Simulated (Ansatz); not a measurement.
**CaGaAu: a short molecular-dynamics run**

What does CaGaAu do over 20 steps of 1 fs under a Langevin thermostat at 300 K? The cell is a randomly packed cell of 12 atoms, taken as it stands, without a relaxation.

Method: DFT PBE, plane waves, PAW, scalar-relativistic, no spin polarisation, in Ansatz 0.2.0.

## Step 1: Starting point

The cell holds 12 atoms (Au4Ca4Ga4): a = 7.082 Å, b = 6.620 Å, c = 6.182 Å, α = 78.38°, β = 77.15°, γ = 77.11°.

As a file:

```cif
data_structure
_symmetry_space_group_name_H-M 'P 1'
_symmetry_Int_Tables_number 1
_cell_length_a 7.0823
_cell_length_b 6.6204
_cell_length_c 6.1822
_cell_angle_alpha 78.383
_cell_angle_beta 77.150
_cell_angle_gamma 77.111
_cell_volume 271.95
loop_
_atom_site_label
_atom_site_type_symbol
_atom_site_fract_x
_atom_site_fract_y
_atom_site_fract_z
_atom_site_occupancy
Ga1 Ga 0.95217 0.59819 0.49013 1
Ga2 Ga 0.85124 0.61355 0.11498 1
Ga3 Ga 0.39805 0.11060 0.80666 1
Ga4 Ga 0.99290 0.20918 0.32916 1
Au1 Au 0.40412 0.80521 0.58972 1
Au2 Au 0.03902 0.33618 0.85156 1
Au3 Au 0.28958 0.38911 0.10476 1
Au4 Au 0.64389 0.48369 0.88020 1
Ca1 Ca 0.58254 0.39319 0.44912 1
Ca2 Ca 0.97598 0.93505 0.75633 1
Ca3 Ca 0.61609 0.02348 0.16815 1
Ca4 Ca 0.23192 0.82878 0.18375 1
```

## Step 2: The run

input.yaml reads:

```yaml
crystal:
  lattice:
    - [6.965729, 0.644788, 1.105276]
    - [0.71819, 6.478886, 1.156836]
    - [0.407637, 0.125726, 6.16747]
  atoms:
    - { symbol: Ga, position: [0.952172, 0.598192, 0.490135] }
    - { symbol: Ga, position: [0.851239, 0.613548, 0.114979] }
    - { symbol: Ga, position: [0.398048, 0.110599, 0.806664] }
    - { symbol: Ga, position: [0.992899, 0.209177, 0.329163] }
    - { symbol: Au, position: [0.404121, 0.805212, 0.589721] }
    - { symbol: Au, position: [0.039017, 0.336175, 0.851557] }
    - { symbol: Au, position: [0.289579, 0.389109, 0.104756] }
    - { symbol: Au, position: [0.643894, 0.483691, 0.880197] }
    - { symbol: Ca, position: [0.58254, 0.393186, 0.449116] }
    - { symbol: Ca, position: [0.97598, 0.935051, 0.756326] }
    - { symbol: Ca, position: [0.61609, 0.023476, 0.168147] }
    - { symbol: Ca, position: [0.231918, 0.82878, 0.183748] }
kpoints:
  mp_grid: { grid: [2, 3, 3] }
magnetization:
  spin_polarized: false
scf:
  occupations: { method: gaussian, width: 0.1 }
hamiltonian:
  pseudopotentials: { kind: paw }
  xc: pbe
basis:
  ecutwfc: 420
md:
  timestep: 1.0
  n_steps: 20
  ensemble: nvt_langevin
  temperature: 300.0
  initial_velocities: maxwell_boltzmann
  seed: 641183
```

On the command line:

```bash
$ ansatz run input.yaml --threads 2 --pin off --max-ram 2560MiB --backend cpu --events-out ev --progress --plain --runs-dir out
```

The program printed (excerpt; [...] marks lines left out):

```text
Warning: md: disabling space-group detection — thermal motion breaks the input geometry's symmetry, so no spatial operation reduces the k-mesh or symmetrises the density; time reversal is kept, so that k and −k are solved as one point where they differ and the mesh holds both, and exact [...]
Warning: RAYON_NUM_THREADS=2 ignored (pool sized by the plan → 2); use --threads N
[...]
Pseudopotentials: kind: paw
Pseudopotential: Ga, paw, valence charge 13, recommended cutoff 420 eV (normal), Ga.paw.azcp
Pseudopotential: Au, paw, valence charge 19, recommended cutoff 420 eV (normal), Au.paw.azcp
Pseudopotential: Ca, paw, valence charge 10, recommended cutoff 420 eV (normal), Ca.paw.azcp
Functional definition: PBE
[...]
Crystal: 12 atoms, lattice volume = 271.955 Å³
Basis set: ecut = 420 eV, 5327 PW (Γ), exchange–correlation on 96×90×90 points (8 copies of the dense FFT grid, shifted against one another)
Bands: 101, of which v1, the nominal top of the filled ones, is band 84 counted from 1 (83 counted from 0)
Symmetry: 1 space group operations
k-points: 10 of 18 (time reversal used)
[...]
SCF iter   1: F=—  HF=-74999.733014 eV  |F-HF|=—  |Δ(HF+E_count)|=         —  Δρ=2.95e-3  dr2=5.59e-2  ethr=1.77e-3  ⟨swp⟩=8.2  Hψ=4136  notcnv=0  defer=6
[...]
md step     0: t =     0.00 fs  T =   275.0 K  F+E_penalty+E_count = -74999.72967375 eV  E_kin = 0.426558 eV  (11 SCF iters)
[...]
md step     6: t =     6.00 fs  T =   287.4 K  F+E_penalty+E_count = -74999.72614657 eV  E_kin = 0.445810 eV  (5 SCF iters)
[...]
md step     7: t =     7.00 fs  T =   301.8 K  F+E_penalty+E_count = -74999.72804908 eV  E_kin = 0.468075 eV  (5 SCF iters)
SCF iter   1: F=—  HF=-74999.730730 eV  |F-HF|=—  |Δ(HF+E_count)|=         —  Δρ=3.80e-5  dr2=7.08e-6  ethr=2.97e-8  ⟨swp⟩=3.0  Hψ=2891  notcnv=0  defer=87
[...]
```

## Step 3: The log goes on

The log, continued (excerpt; [...] marks lines left out):

```text
SCF iter   2: F=—  HF=-74999.730703 eV  |F-HF|=—  |Δ(HF+E_count)|=   2.77e-5  Δρ=1.72e-5  dr2=1.71e-6  ethr=4.21e-9  ⟨swp⟩=2.6  Hψ=1787  notcnv=0  defer=87
[...]
md step     8: t =     8.00 fs  T =   306.5 K  F+E_penalty+E_count = -74999.73070227 eV  E_kin = 0.475345 eV  (5 SCF iters)
[...]
md step    11: t =    11.00 fs  T =   329.6 K  F+E_penalty+E_count = -74999.74294958 eV  E_kin = 0.511283 eV  (5 SCF iters)
[...]
md step    14: t =    14.00 fs  T =   377.4 K  F+E_penalty+E_count = -74999.75503895 eV  E_kin = 0.585418 eV  (5 SCF iters)
[...]
md step    17: t =    17.00 fs  T =   430.6 K  F+E_penalty+E_count = -74999.77011316 eV  E_kin = 0.667911 eV  (5 SCF iters)
[...]
md step    19: t =    19.00 fs  T =   464.1 K  F+E_penalty+E_count = -74999.78076301 eV  E_kin = 0.719881 eV  (5 SCF iters)
[...]
md step    20: t =    20.00 fs  T =   467.1 K  F+E_penalty+E_count = -74999.78624619 eV  E_kin = 0.724541 eV  (8 SCF iters)
SCF converged after 8 iterations
Free energy (F): -74999.786246 eV
[...]
E sigma→0 (E₀):  -74999.768395 eV
Entropy (-TS):   -0.035702 eV (-2.975 meV/atom)
Fermi energy:    10.945103 eV
[...]
--- Forces (eV/Å), atoms counted from 1 ---
  atom   1  Ga    -0.25176859    -0.55098107     1.13453298
  atom   2  Ga     0.00366261     0.65410318    -0.42455971
  atom   3  Ga    -0.08582529     0.19798772    -0.34751546
  atom   4  Ga     0.10921169     0.36500753    -0.17568481
  atom   5  Au     0.10760221     0.01773108     0.20619843
  atom   6  Au     0.44468404    -0.50840361    -1.04083325
  atom   7  Au     0.31017653    -0.19241628     0.41806657
  atom   8  Au    -0.48966332     0.19273403     0.27582505
[...]
--- MD trajectory: 20 steps, t = 0.0 → 20.0 fs ---
  final state: T = 467.1 K   F+E_penalty+E_count = -74999.78624619 eV   E_kin = 0.724541 eV
```

Wall time 3.6 min (2 threads of an Arm CPU, shared host); peak memory 0.85 GiB.

## Step 4: What the atoms did

One step in 2; energies are changes from step 0; msd is the mean square displacement from the start, the centre of mass held:

```csv
time (fs),T (K),potential energy change (meV/atom),msd Ga (Å²),msd Ca (Å²),msd Au (Å²)
0.0,275,0.0,0.000,0.000,0.000
2.0,293,0.2,0.000,0.000,0.000
4.0,283,0.4,0.000,0.000,0.000
6.0,287,0.3,0.001,0.000,0.000
8.0,306,-0.1,0.001,0.001,0.000
10.0,314,-0.7,0.002,0.001,0.000
12.0,339,-1.5,0.002,0.002,0.000
14.0,377,-2.1,0.003,0.003,0.000
16.0,407,-3.0,0.004,0.004,0.001
18.0,448,-3.8,0.005,0.005,0.001
20.0,467,-4.7,0.006,0.006,0.001
```

time (fs), T (K) and a bar:
```
      0.0        275 #
      1.0        271 
      2.0        293 ###
      3.0        291 ###
      4.0        283 ##
      5.0        283 ##
      6.0        287 ##
      7.0        302 #####
      8.0        306 #####
      9.0        329 #########
     10.0        314 #######
     11.0        330 #########
     12.0        339 ##########
     13.0        357 #############
     14.0        377 ################
     15.0        387 ##################
     16.0        407 #####################
     17.0        431 ########################
     18.0        448 ###########################
     19.0        464 ##############################
     20.0        467 ##############################
```

Pair distribution over the second half of the run:

```csv
r (Å),g Ga–Ga,g Ga–Au,g Ga–Ca
0.68,0.00,0.00,0.00
0.84,0.00,0.00,0.00
1.00,0.00,0.00,0.00
1.16,0.00,0.00,0.00
1.32,0.00,0.00,0.00
1.48,0.00,0.00,0.00
1.64,0.00,0.00,0.00
1.80,0.00,0.00,0.00
1.96,0.00,0.00,0.00
2.12,0.00,0.00,0.00
2.28,0.00,0.00,0.00
2.44,3.42,0.06,0.00
2.60,1.04,5.46,0.00
2.76,3.72,3.40,1.05
2.92,1.40,2.01,11.32
```

First peaks of g(r) (not always the tallest), and, where a minimum follows, the mean number of second-named atoms round a first-named one up to the next minimum:

```csv
pair,peak (Å),height,minimum (Å),neighbours
Ga–Ga,2.44,3.4,-,-
```

## Step 5: Snapshots as a file

Extended XYZ, with forces in eV/Å:

```xyz
12
Lattice="6.966 0.645 1.105 0.718 6.479 1.157 0.408 0.126 6.167" Properties=species:S:1:pos:R:3:forces:R:3 pbc="T T T" time_fs=2.0 T=293 dE=0.0028
Ga    7.255    4.554    4.760   -0.310   -0.603    0.362
Ga    6.420    4.530    2.362    0.374    0.087    0.069
Ga    3.179    1.068    5.546   -0.130    0.014   -0.493
Ga    7.202    2.037    3.367    0.240    0.745   -0.264
Au    3.635    5.552    5.018    0.262    0.058    0.238
Au    0.859    2.314    5.686    0.155   -0.450   -0.735
Au    2.341    2.721    1.415    0.167   -0.084    0.534
Au    5.195    3.659    6.697   -0.365    0.184    0.171
Ca    4.519    2.980    3.869   -0.942    0.601    0.242
Ca    7.774    6.790    6.829    0.073   -0.028   -0.973
Ca    4.373    0.568    1.747    0.527    0.235    0.837
Ca    2.285    5.539    2.346   -0.050   -0.759    0.011
12
Lattice="6.966 0.645 1.105 0.718 6.479 1.157 0.408 0.126 6.167" Properties=species:S:1:pos:R:3:forces:R:3 pbc="T T T" time_fs=5.0 T=283 dE=0.0043
Ga    7.244    4.556    4.748   -0.292   -0.596    0.476
Ga    6.425    4.517    2.365    0.334    0.188    0.012
Ga    3.176    1.057    5.548   -0.123    0.057   -0.493
Ga    7.205    2.038    3.362    0.213    0.708   -0.242
Au    3.637    5.553    5.022    0.230    0.044    0.230
Au    0.857    2.318    5.689    0.201   -0.460   -0.797
Au    2.343    2.721    1.412    0.197   -0.086    0.521
Au    5.199    3.659    6.694   -0.400    0.182    0.177
Ca    4.511    2.982    3.872   -0.922    0.566    0.236
Ca    7.767    6.801    6.834    0.071   -0.074   -0.986
Ca    4.368    0.564    1.752    0.545    0.214    0.831
Ca    2.284    5.533    2.346   -0.053   -0.743    0.034
12
Lattice="6.966 0.645 1.105 0.718 6.479 1.157 0.408 0.126 6.167" Properties=species:S:1:pos:R:3:forces:R:3 pbc="T T T" time_fs=8.0 T=306 dE=-0.0010
Ga    7.234    4.557    4.737   -0.279   -0.588    0.590
Ga    6.429    4.504    2.369    0.289    0.283   -0.049
Ga    3.174    1.046    5.551   -0.116    0.094   -0.482
Ga    7.208    2.038    3.355    0.183    0.659   -0.219
Au    3.639    5.552    5.025    0.198    0.038    0.227
Au    0.855    2.321    5.691    0.247   -0.466   -0.853
Au    2.345    2.721    1.409    0.223   -0.094    0.507
Au    5.202    3.660    6.690   -0.426    0.180    0.189
Ca    4.502    2.985    3.877   -0.890    0.522    0.219
Ca    7.764    6.812    6.840    0.061   -0.119   -0.996
Ca    4.364    0.561    1.760    0.560    0.197    0.814
Ca    2.283    5.522    2.346   -0.051   -0.706    0.053
12
Lattice="6.966 0.645 1.105 0.718 6.479 1.157 0.408 0.126 6.167" Properties=species:S:1:pos:R:3:forces:R:3 pbc="T T T" time_fs=10.0 T=314 dE=-0.0084
Ga    7.227    4.558    4.729   -0.271   -0.580    0.671
Ga    6.433    4.496    2.372    0.251    0.350   -0.100
Ga    3.172    1.038    5.552   -0.112    0.113   -0.469
Ga    7.210    2.040    3.351    0.163    0.614   -0.205
Au    3.641    5.551    5.027    0.181    0.034    0.225
Au    0.854    2.324    5.691    0.277   -0.468   -0.890
Au    2.346    2.719    1.406    0.245   -0.099    0.497
Au    5.205    3.660    6.688   -0.442    0.180    0.200
Ca    4.495    2.987    3.881   -0.861    0.495    0.202
Ca    7.765    6.819    6.842    0.046   -0.152   -0.993
Ca    4.361    0.559    1.765    0.573    0.181    0.795
Ca    2.284    5.513    2.346   -0.049   -0.669    0.066
12
Lattice="6.966 0.645 1.105 0.718 6.479 1.157 0.408 0.126 6.167" Properties=species:S:1:pos:R:3:forces:R:3 pbc="T T T" time_fs=12.0 T=339 dE=-0.0177
Ga    7.221    4.558    4.723   -0.267   -0.572    0.754
Ga    6.438    4.487    2.376    0.209    0.413   -0.152
Ga    3.171    1.031    5.553   -0.107    0.129   -0.451
Ga    7.211    2.041    3.347    0.146    0.565   -0.191
Au    3.643    5.550    5.029    0.165    0.032    0.225
Au    0.854    2.327    5.691    0.306   -0.473   -0.924
Au    2.348    2.718    1.404    0.267   -0.108    0.486
Au    5.208    3.660    6.687   -0.457    0.181    0.214
Ca    4.488    2.989    3.887   -0.829    0.469    0.183
Ca    7.766    6.825    6.844    0.031   -0.180   -0.988
Ca    4.360    0.558    1.773    0.581    0.166    0.770
Ca    2.285    5.502    2.346   -0.044   -0.621    0.075
12
Lattice="6.966 0.645 1.105 0.718 6.479 1.157 0.408 0.126 6.167" Properties=species:S:1:pos:R:3:forces:R:3 pbc="T T T" time_fs=15.0 T=387 dE=-0.0305
Ga    7.211    4.558    4.713   -0.258   -0.560    0.883
Ga    6.446    4.474    2.382    0.138    0.506   -0.240
Ga    3.169    1.019    5.556   -0.098    0.153   -0.425
Ga    7.214    2.044    3.342    0.127    0.482   -0.174
Au    3.645    5.546    5.033    0.144    0.031    0.223
Au    0.852    2.330    5.691    0.354   -0.484   -0.973
Au    2.351    2.715    1.400    0.295   -0.127    0.465
Au    5.212    3.660    6.683   -0.480    0.183    0.237
Ca    4.476    2.991    3.894   -0.782    0.433    0.158
Ca    7.769    6.831    6.846    0.004   -0.217   -0.973
Ca    4.361    0.556    1.786    0.594    0.139    0.724
Ca    2.286    5.484    2.345   -0.039   -0.541    0.095
12
Lattice="6.966 0.645 1.105 0.718 6.479 1.157 0.408 0.126 6.167" Properties=species:S:1:pos:R:3:forces:R:3 pbc="T T T" time_fs=18.0 T=448 dE=-0.0455
Ga    7.202    4.556    4.702   -0.253   -0.552    1.029
Ga    6.456    4.460    2.388    0.059    0.600   -0.344
Ga    3.167    1.007    5.558   -0.092    0.178   -0.382
Ga    7.216    2.045    3.338    0.117    0.409   -0.174
Au    3.647    5.543    5.037    0.122    0.025    0.214
Au    0.850    2.334    5.691    0.408   -0.500   -1.018
Au    2.354    2.711    1.397    0.310   -0.162    0.438
Au    5.215    3.660    6.678   -0.490    0.187    0.261
Ca    4.463    2.992    3.900   -0.731    0.405    0.134
Ca    7.772    6.838    6.842   -0.032   -0.263   -0.929
Ca    4.363    0.554    1.803    0.601    0.107    0.662
Ca    2.286    5.462    2.342   -0.017   -0.434    0.108
12
Lattice="6.966 0.645 1.105 0.718 6.479 1.157 0.408 0.126 6.167" Properties=species:S:1:pos:R:3:forces:R:3 pbc="T T T" time_fs=20.0 T=467 dE=-0.0566
Ga    7.195    4.556    4.695   -0.252   -0.551    1.135
Ga    6.464    4.452    2.392    0.004    0.654   -0.425
Ga    3.166    0.999    5.559   -0.086    0.198   -0.348
Ga    7.218    2.045    3.335    0.109    0.365   -0.176
Au    3.648    5.542    5.039    0.108    0.018    0.206
Au    0.849    2.336    5.690    0.445   -0.508   -1.041
Au    2.358    2.708    1.395    0.310   -0.192    0.418
Au    5.216    3.660    6.676   -0.490    0.193    0.276
Ca    4.454    2.995    3.904   -0.693    0.380    0.119
Ca    7.774    6.842    6.838   -0.059   -0.291   -0.893
Ca    4.365    0.552    1.814    0.604    0.087    0.616
Ca    2.286    5.446    2.341    0.000   -0.352    0.111
```

## Step 6: Outcome

```
                             quantity                            value
                               length                 20 steps of 1 fs
     temperature, first and last step                    275 and 467 K
             temperature, second half    mean 393 K, from 314 to 467 K
        potential energy, second half       -3 meV/atom from the start
mean square displacement, second half  Ga 0.004, Ca 0.003, Au 0.001 Å²
```

In words: Against a set 300 K the second half averages 393 K, going from 314 to 467 K over that half. Over the second half Ga atoms stand 0.1 Å (root mean square) from where they began, and the farthest move is 0.1 Å. A run of 20 fs with 12 atoms shows the motion but fixes no equilibrium value. The k-mesh is coarse for this cell.
